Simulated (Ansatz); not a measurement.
Working through a search for lower mean-field states of GaH₂S₂, SMILES [SH][Ga][SH]

Computed with Ansatz 0.2.0, Python API.

Notebook, run cell by cell (the value of a cell's last expression is shown):

**Cell 1**
```python
import ansatz as az
import numpy as np
```

**Cell 2**
```python
geometry_ang = [
    ("S", (-0.9232, -1.7668, -0.9657)),
    ("Ga", (-0.2606, -0.1242, 0.8398)),
    ("S", (1.1294, 1.809, 0.2879)),
    ("H", (-1.2051, -0.3957, -0.5869)),
    ("H", (1.3094, 0.404, 0.3835)),
]
system = az.Crystal.molecule()
for symbol, xyz in geometry_ang:
    system = system.atom(symbol, xyz)
symbols = [site.symbol for site in system.cartesian_sites]
```

**Cell 3**
```python
start = np.array([site.position_ang for site in system.cartesian_sites])
for factor in [1.0, 1.3]:
    xyz = (start - start.mean(axis=0)) * factor
    scaled = az.Crystal.molecule()
    for symbol, place in zip(symbols, xyz):
        scaled = scaled.atom(symbol, place.tolist())
    calculation = scaled.calculation().basis(gaussian="def2-SVP").functional("hf").spin("collinear", total=1)
    for search in ("off", "standard"):
        try:
            r = calculation.scf(lower_state_search=search).run(threads=1, pin="off").report
        except az.AnsatzError as error:
            print(f"x{factor} search {search}: {type(error).__name__}")
            continue
        state = r["mean_field"]["state"]
        print(f"all distances x{factor}, search {search:8s} E = {r['free_energy_ev']:.5f} eV  <S^2> = {abs(state['spin_squared']):.3f}  other states met: {len(r['mean_field']['others'])}")
```
Output:
```text
all distances x1.0, search off      E = -73985.44745 eV  <S^2> = 0.791  other states met: 0
all distances x1.0, search standard E = -73985.44745 eV  <S^2> = 0.791  other states met: 2
all distances x1.3, search off      E = -73982.15736 eV  <S^2> = 1.400  other states met: 0
all distances x1.3, search standard E = -73982.15736 eV  <S^2> = 1.400  other states met: 9
```

Total energies depend on the basis set; only differences at equal settings carry meaning. The count of other states can hold repeated and symmetry-equivalent ends of the search; scaling all distances is a test, and for more than two atoms no physical path. The structure is a rough, unrelaxed start. The run takes the species as open-shell (spin multiplicity 2), which needn't be its ground state. The expectation value of S² is noticeably off S(S+1) in at least one run, so that state is spin-contaminated. Hardware and time: 43 s on 1 thread of AMD EPYC 7B13 (Zen 3), on a shared host, peak memory 0.31 GiB.
